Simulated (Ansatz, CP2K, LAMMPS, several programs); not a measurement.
Energy against volume for SiC built on the zincblende prototype, at fixed shape and fractional coordinates, computed by several methods (PBE and r2SCAN, where shown, with plane waves in Ansatz); the cell shown is that of r2SCAN. The symmetry is F-43m (No. 216, cubic); a = 4.356 Å in the conventional setting, 10.33 Å³ an atom. Si has 4 C at 1.89 Å; C has 4 Si at 1.89 Å. Calculated for a static, non-magnetic cell. Energies count from each curve's lowest point; fits are third-order Birch-Murnaghan.

```xyz
2
Lattice="0.0000 2.1781 2.1781 2.1781 0.0000 2.1781 2.1781 2.1781 0.0000" Properties=species:S:1:pos:R:3 pbc="T T T"
Si    0.0000    0.0000    0.0000
C     1.0890    1.0890    1.0890
```

**Question.** PBE, on the shape of its own relaxed cell, gives
```
V (Å³/atom)  E (meV/atom)
      9.870         27.90
     10.185          6.68
     10.500          0.00
     10.815          5.91
     11.130         22.65
```
What equilibrium volume and bulk modulus follow?

**Answer.** V₀ = 10.50 Å³ an atom and B₀ = 212 GPa.

**Question.** SiC.vashishta (LAMMPS), on the shape of its own relaxed cell, gives
```tsv
V (Å³/atom)	E (meV/atom)
9.726	30.35
10.037	7.04
10.347	0.00
10.658	6.10
10.968	22.78
```
What equilibrium volume and bulk modulus follow?

**Answer.** V₀ = 10.35 Å³ an atom and B₀ = 225 GPa.

PBE/SZV (CP2K), on the shape of the cell shown:

| V (Å³/atom) | E (meV/atom) |
| --- | --- |
| 9.093 | 354.86 |
| 9.713 | 160.72 |
| 10.332 | 49.02 |
| 10.952 | 0.35 |
| 11.572 | 0.00 |

V₀ = 11.26 Å³ an atom and B₀ = 198 GPa. The lowest point lies at an end of the range, so the fit is barely bracketed.

SiCGe.tersoff (LAMMPS), on the shape of its own relaxed cell:
```csv
V (Å³/atom),E (meV/atom)
9.480,41.44
9.783,6.69
10.085,0.00
10.388,6.04
10.690,22.99
```
The points scatter about the fit by more than 0.3 meV an atom, so no fit is quoted.

light PBE (260 eV and a coarse mesh), on the shape of the cell shown:

| V (Å³/atom) | E (meV/atom) |
| --- | --- |
| 9.506 | 90.66 |
| 9.919 | 42.75 |
| 10.332 | 0.65 |
| 10.746 | 0.00 |
| 11.159 | 11.50 |
| 11.572 | 44.64 |

The points scatter about the fit by more than 0.3 meV an atom, since at so low a cutoff the number of plane waves jumps with the volume, so no fit is quoted.
